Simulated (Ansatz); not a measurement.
# FH3NSn radical: how energies converge with the basis set

How large a basis does FH3NSn radical need? Two functionals are run in growing sets.

Computed with Ansatz 0.2.0, Gaussian basis. Level: one geometry, several basis sets.

Levels to be run: PBE0-D4/def2-SVP; ωB97M-V/def2-SVP; PBE0-D4/def2-QZVPP; ωB97M-V/def2-QZVPP; the functionals' def2-TZVPP values are taken from earlier runs.

## (1) Structure used throughout

An earlier PBE0-D4 in a triple-zeta def2 set relaxation fixed the geometry. Sn takes the def2 core potential; no spin-orbit term is included.

SMILES `[NH2][SnH][F]`, 6 atoms, charge 0, spin multiplicity 2.

Atoms are counted from 1 here; the program's logs count them from 0.

Bond lengths: N1–Sn2 2.034 Å, N1–H4 1.014 Å, N1–H5 1.013 Å, Sn2–F3 1.936 Å, Sn2–H6 1.745 Å. Angles: Sn2–N1–H4 112.9°, Sn2–N1–H5 116.2°, H4–N1–H5 108.3°, N1–Sn2–F3 98.4°, N1–Sn2–H6 108.0°, F3–Sn2–H6 104.2°.

## (2) PBE0-D4 in def2-SVP

Input file in.yaml:

```yaml
crystal:
  periodic: [false, false, false]
  atoms:
    - {symbol: N, position_ang: [-0.572282, 0.218575, -0.844468]}
    - {symbol: Sn, position_ang: [0.195965, -0.531838, 0.883017]}
    - {symbol: F, position_ang: [2.076089, -0.368673, 0.452629]}
    - {symbol: H, position_ang: [-0.046406, -0.061929, -1.664808]}
    - {symbol: H, position_ang: [-1.552872, 0.032098, -1.016517]}
    - {symbol: H, position_ang: [-0.058494, 0.647768, 2.143946]}
basis:
  gaussian: {orbitals: def2-SVP}
magnetization: {spin_polarized: true, initial_magnetization: 1}
hamiltonian: {xc: pbe0, dispersion: d4}
output: {orbitals: {seedname: orbitals}}
```

Further steps of the session: ωB97M-V in def2-SVP; PBE0-D4 in def2-QZVPP; ωB97M-V in def2-QZVPP.

Before running them: what should the planned runs give, taken together? Wanted: PBE0-D4: double and triple zeta above quadruple; ωB97M-V: double and triple zeta above quadruple.

**Answer**, as computed:

| quantity | value |
| --- | --- |
| PBE0-D4: double and triple zeta above quadruple | 6.17, 0.33 eV |
| ωB97M-V: double and triple zeta above quadruple | 6.33, 0.32 eV |

In words: For PBE0-D4 the step from double to triple zeta gains 5.83 eV and the next only 0.33 eV. These are total energies; as a rule much of such shifts cancels in differences, which this series doesn't test.
